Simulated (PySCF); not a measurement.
# Solver options tried on TeF⁺ (triplet)

The same problem is solved with other solver options, one edit a run.

Computed with PySCF 2.14.0. Level: method and basis as typed in the scripts.

5 further runs of the same task are left out: 2 for a known fault of the program, 3 that didn't finish.

### 1 The system as given

TeF⁺ (triplet): 2 atoms, charge 1, spin multiplicity 3.

Bond lengths: Te1–F2 2.035 Å.

### 2 Base script

input.py reads:

```python
from pyscf import gto, scf, mp

mol = gto.M(
    atom='Te 0 0 0; F 0 0 2.035',
    basis='lanl2dz',
    ecp={'Te': 'lanl2dz'},
    charge=1,
    spin=2,
    verbose=4,
)
mf = scf.UHF(mol)
mf.kernel()
mp.MP2(mf, frozen=1).kernel()
mf.dip_moment()
print('orbital energies (hartree):', [e[max(0, n-3):n+3].round(4) for e, n in zip(mf.mo_energy, mol.nelec)])
```

The run is started by

```console
> OMP_NUM_THREADS=1 python input.py
```

Its log is not repeated here.

Base result: E(SCF) = -106.958713 Eh, E(MP2) − E(SCF) = -0.13349 Eh, ⟨S²⟩ = 2.218.

The bond length is a typed value, not an optimised one. The dipole of an ion depends on the origin. The triplet is typed in the script; nothing here shows that it is the ground state.

### 3 Smearing width 0.2 hartree

Run 1 changes smearing width: none → 0.2 hartree; step after the SCF: mp2 → none.

input.py reads:

```python
from pyscf import gto, scf

mol = gto.M(
    atom='Te 0 0 0; F 0 0 2.035',
    basis='lanl2dz',
    ecp={'Te': 'lanl2dz'},
    charge=1,
    spin=2,
    verbose=4,
)
mf = scf.UHF(mol)
mf = scf.addons.smearing_(mf, sigma=0.2, method='fermi')
mf.kernel()
mf.dip_moment()
print('orbital energies (hartree):', [e[max(0, n-3):n+3].round(4) for e, n in zip(mf.mo_energy, mol.nelec)])
```

The run is started by

```console
> OMP_NUM_THREADS=1 python input.py
```

### 4 Initial guess core

Run 2 changes initial guess: minao → core.

input.py: that of step 2 with these lines changed.

```diff
@@ -11,2 +11,3 @@
 mf = scf.UHF(mol)
+mf.init_guess = 'core'
 mf.kernel()
```

### 5 Initial guess sap

Run 3 changes initial guess: minao → sap.

input.py: that of step 2 with these lines changed.

```diff
@@ -11,2 +11,3 @@
 mf = scf.UHF(mol)
+mf.init_guess = 'sap'
 mf.kernel()
```

### 6 Second-order solver on

Run 4 changes second-order solver: off → on.

input.py: that of step 2 with these lines changed.

```diff
@@ -11,2 +11,3 @@
 mf = scf.UHF(mol)
+mf = mf.newton()
 mf.kernel()
```

**Question.** What will these runs give? Wanted: for each run, E(SCF); from base; gap, α spin; after the SCF.

**Answer**, as computed:

```csv
run,E(SCF) (hartree),from base (eV),cycles,"gap, α spin (eV)",after the SCF
base,-106.958713,0,16,12.96,"MP2 correlation -3.632 eV, core frozen"
smearing width 0.2 hartree (poor choice),-106.152309,not comparable,16,n/a,n/a
initial guess core,-106.958713,0.0000,16,12.96,"MP2 correlation -3.632 eV, core frozen"
initial guess sap,-106.826833,+3.5887,16,5.21,"MP2 correlation -3.939 eV, core frozen"
second-order solver on,-106.958713,0.0000,6 macro,12.97,"MP2 correlation -3.632 eV, core frozen"
```

Distance from each run's final energy (log10 hartree) by cycle:

```csv
run,cycle 1,cycle 2,cycle 3,cycle 5,cycle 8,cycle 12
base,-0.8,-1.1,-2.2,-2.5,-2.9,-5.1
smearing width 0.2 hartree (poor choice),-1.2,-0.4,-2.1,-3.4,-5.3,-8.0
initial guess core,-0.8,-1.1,-2.2,-2.5,-2.9,-5.1
initial guess sap,0.0,0.5,-0.9,-2.2,-3.5,-6.2
second-order solver on,-2.2,-2.8,-2.9,< -11,done,done
```

What this shows: No change of the SCF energy comes from initial guess core or second-order solver on. PySCF falls back to minao for a guess that it doesn't know or can't read, so that run repeats the base. With initial guess sap the SCF ends in another solution, 3.59 eV higher: the path to self-consistency decides the state here. Rows marked «poor choice» come from settings spoiled on purpose.
